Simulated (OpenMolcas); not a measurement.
**Sm²⁺ among point charges: CASSCF levels and susceptibility**

Aim: the splitting of the states of Sm²⁺ in the field of 2 point charges, its lowest levels with spin-orbit coupling and its magnetic susceptibility.

Program: OpenMolcas 26.06. Level of theory: state-averaged CASSCF, spin-orbit coupling by RASSI with atomic mean-field integrals. These are calculated values, not measurements, unless marked.

**1. What is computed**

```
Species                           : Sm²⁺ (samarium, Z = 62, 60 electrons)
Basis                             : ANO-RCC-VTZP [8s7p5d3f2g1h], 104 functions
Scalar Hamiltonian                : DKH2, point nucleus
Inactive shells                   : 1s 2s 2p 3s 3p 3d 4s 4p 4d 5s 5p
Active space                      : 6 electrons in 7 orbitals (4f)
Some configurations of this space : 4f⁶
Orbitals                          : optimised for the highest spin of each parity, averaged over all roots
```

The outer shells:

4f6
```
4f [↑ ][↑ ][↑ ][↑ ][↑ ][↑ ][  ]
```

The ion sits among 2 point charges of -1 e arranged as a linear pair (D∞h), 2.31 Å from the ion.

The work runs as a chain of OpenMolcas steps in one folder; each step below is one input file. Labels, J, g values, rates, χT and fits are worked out afterwards by a script from the matrices that RASSI stores. The input lists half of the charges; inversion (Group=XYZ) makes the rest.

**2. GATEWAY and SEWARD: basis and integrals**

Input file a.inp:

```
&GATEWAY
Coord
1

Sm 0.0 0.0 0.0
Basis=ANO-RCC-VTZP
Group=XYZ
NoMove
AngMom=0.0 0.0 0.0
AMFI
XField
1 Angstrom 0
0.000000 0.000000 2.310000 -1.000000
&SEWARD
```

The run is started by

```console
$ OMP_NUM_THREADS=1 MOLCAS_MEM=2252 MOLCAS_PROJECT=a pymolcas a.inp > a.log
```

**3. CASSCF: septets of even parity, 7 roots**

Input file a.inp:

```
&RASSCF
FileOrb=start.orb
Symmetry=1
Spin=7
nActEl=6 0 0
Inactive=15 12
Ras2=0 7
CIRoot=7 7 1
SDav=7
CIMx=300
Iter=120 100
PrWF=0.3
OrbListing=Nothing
MaxOrb=0
>>> COPY $Project.JobIph JOB001
```

start.orb holds the contracted functions of the basis, ordered by shell, or the orbitals of the step before.

**4. Reference wave functions, quintets of even parity, 140 roots**

Input file a.inp:

```
&RASSCF
FileOrb=start.orb
Symmetry=1
Spin=5
nActEl=6 0 0
Inactive=15 12
Ras2=0 7
CIRoot=140 140 1
SDav=140
CIMx=300
Iter=120 100
PrWF=0.3
OrbListing=Nothing
MaxOrb=0
CIOnly
>>> COPY $Project.JobIph JOB002
```

**5. Reference wave functions, triplets of even parity, 162 roots**

Input file a.inp:

```
&RASSCF
FileOrb=start.orb
Symmetry=1
Spin=3
nActEl=6 0 0
Inactive=15 12
Ras2=0 7
CIRoot=162 162 1
SDav=588
CIMx=300
Iter=120 100
PrWF=0.3
OrbListing=Nothing
MaxOrb=0
CIOnly
>>> COPY $Project.JobIph JOB003
```

**6. CASSCF: singlets of even parity, 162 roots**

Input file a.inp:

```
&RASSCF
FileOrb=start.orb
Symmetry=1
Spin=1
nActEl=6 0 0
Inactive=15 12
Ras2=0 7
CIRoot=162 162 1
SDav=490
CIMx=300
Iter=120 100
PrWF=0.3
OrbListing=Nothing
MaxOrb=0
CIOnly
>>> COPY $Project.JobIph JOB004
```

**7. RASSI: spin-orbit coupling between the states**

Input file a.inp:

```
&RASSI
NrOfJobIphs=3 7 84 78
1 2 3 4 5 6 7
1 2 3 4 5 6 7 8 9 10 11 12 13 14 15 16 17 18 19 20 21 22 23 24 25 26 27
28 29 30 31 32 33 34 35 36 37 38 39 40 41 42 43 44 45 46 47 48 49 50 51
52 53 54 55 56 57 58 59 60 61 62 63 64 65 66 67 68 69 70 71 72 73 74 75
76 77 78 79 80 81 82 83 84
1 2 3 4 5 6 7 8 9 10 11 12 13 14 15 16 17 18 19 20 21 22 23 24 25 26 27
28 29 30 31 32 33 34 35 36 37 38 39 40 41 42 43 44 45 46 47 48 49 50 51
52 53 54 55 56 57 58 59 60 61 62 63 64 65 66 67 68 69 70 71 72 73 74 75
76 77 78
IphNames
JOB001
JOB002
JOB003
EJob
SpinOrbit
DIPRint=1.0
SOCoupling=1000.0
Subsets=2
Property=9
'ANGMOM' 1 'ANGMOM' 2 'ANGMOM' 3 'MLTPL  1' 1 'MLTPL  1' 2 'MLTPL  1' 3
'AMFI' 1 'AMFI' 2 'AMFI' 3
SOProperty=3
'ANGMOM' 1 'ANGMOM' 2 'ANGMOM' 3
```

Q: Predict the outcome of this session. Wanted: spin-free ground state; first state of the same spin within the active space; lowest level; next level.

The runs gave:

| quantity | value |
| --- | --- |
| method | CASSCF |
| spin-free ground state | 7Sigma, 1-fold in its orbital part |
| first state of the same spin within the active space | 7Pi at 474 cm⁻¹ |
| lowest level | 1-fold |
| next level | 139.6 cm⁻¹ |
| χT at 300 K | 1.86 cm³ K/mol |
| effective moment at 300 K | 3.85 μB |

In words: The spin-free ground state (7Sigma) comes to 100 % from free-ion F terms and keeps the highest spin of the shell. The quintets, triplets, singlets rest on orbitals optimised for another spin in at least one step, which raises them against the optimised states. Not all states of the active space went into the spin-orbit step. High states of lower spin are left out of the spin-orbit mixing, and CASSCF puts spin-flip levels too high. This is an electrostatic model: the charges have no orbitals.
